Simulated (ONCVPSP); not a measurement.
# C: generating and testing an ONCV potential

Task: generate the file, and judge it by its errors in other configurations, its logarithmic derivatives, its ghosts and its cutoff.

The numbers are computed with ONCVPSP 4.0.1 (PW91, scalar-relativistic, spin-unpolarised reference atom).

**1. Settings**

The settings as typed:

```
element                 : carbon (C, Z = 6)
type                    : optimised norm-conserving Vanderbilt (ONCV)
frozen core             : [He]
valence charge          : 4
reference configuration : 2s2 (charge +2)
partial waves           : 2s: rc 0.80 bohr, ncon 3, nbas 6, qcut 8.2 1/bohr, 2 projectors, debl 1 Ha; p scattering state at 0.06 Ha: rc 0.80 bohr, ncon 4, nbas 7, qcut 13.9 1/bohr, 2 projectors, debl 1.7 Ha; d scattering state at 0.03 Ha: rc 0.60 bohr, ncon 3, nbas 8, qcut 22.4 1/bohr, 2 projectors, debl 1.9 Ha
local potential         : polynomial inside 0.40 bohr (lpopt 3, dvloc0 0 Ha)
core correction         : Teter function, fcfact 1.75, rcfact 1.3
```

The outer shells as boxes (Hund's rule for the drawing; the calculation is spin-unpolarised):

```
[He] core
2s [↑↓]
```

The nodes and maxima of the atom's own shells, from an earlier all-electron run, set the scale for the radii.

All-electron outer shells of the reference configuration (PW91, scalar-relativistic, ld1.x):

| shell | level (eV) | outermost node (bohr) | outermost maximum (bohr) |
| --- | --- | --- | --- |
| 1s | -308.93 | – | 0.17 |
| 2s | -40.44 | 0.37 | 1.13 |
| 2p | -31.84 | – | 1.02 |

**2. Generation**

C.dat reads:

```
# ATOM AND REFERENCE CONFIGURATION
# atsym  z   nc   nv     iexc    psfile
  C 6.00    1    1  -109134      upf
#
#   n    l    f
    1    0    2.00
    2    0    2.00
#
# PSEUDOPOTENTIAL AND OPTIMIZATION
# lmax
    2
#
#   l,   rc,      ep,       ncon, nbas, qcut
    0    0.80    0.00    3    6    8.20
    1    0.80    0.06    4    7   13.90
    2    0.60    0.03    3    8   22.40
#
# LOCAL POTENTIAL
# lloc, lpopt,  rc(5),   dvloc0
    4    3    0.40    0.00
#
# VANDERBILT-KLEINMAN-BYLANDER PROJECTORs
# l, nproj, debl
    0    2    1.00
    1    2    1.70
    2    2    1.90
#
# MODEL CORE CHARGE
# icmod, fcfact, rcfact
    3    1.75    1.30
#
# LOG DERIVATIVE ANALYSIS
# epsh1, epsh2, depsh
   -3.00    5.00    0.02
#
# OUTPUT GRID
# rlmax, drl
    6.00    0.01
#
# TEST CONFIGURATIONS
# ncnf
    4
# nvcnf
#   n    l    f
    2
    2    0    2.00
    2    1    2.00
#
    2
    2    0    2.00
    2    1    1.00
#
    1
    2    0    1.00
#
    2
    2    0    2.00
    2    1    1.50
#
```

Started as:

```bash
$ oncvpsp.x < C.dat > C.out
```

Q: Predict the outcome of this session. Wanted: cutoffs for 1 and 0.1 mHa per electron, occupied waves; bound ghosts; GHOST(+) flags; largest test error; largest phase difference near zero energy, channels read; rms error of d²Exc/dn², without and with the model core; projector energies reset by the program.

As calculated:

| quantity | value |
| --- | --- |
| cutoffs for 1 and 0.1 mHa per electron, occupied waves | 24 Ha and 223 Ha |
| bound ghosts | s at -271.31 eV |
| GHOST(+) flags | none at low energy |
| largest test error (AE − PS) | +64 meV, for 2s2 2p2 |
| largest phase difference near zero energy, channels read | 0.000 rad |
| rms error of d²Exc/dn², without and with the model core | 2.69 and 1.39 mHa |
| projector energies reset by the program | s: -1.486, 0.250 Ha; p: 0.050, 1.750 Ha |

In words: It has a bound ghost (s), a state that the atom doesn't have, and that rules the file out. By total energies transferability is fair: the largest error is 64 meV on 35.2 eV, for 2s2 2p2. It counts as of middling hardness, with 24 Ha needed at the looser tolerance. The tighter tolerance needs 223 Ha, and converged work needs a cutoff nearer that. That counts occupied waves only; other projectors can need more. Near zero energy the phases of the channels with partial waves agree within 0.001 rad. These are tests on the free atom; a crystal test is still owed.
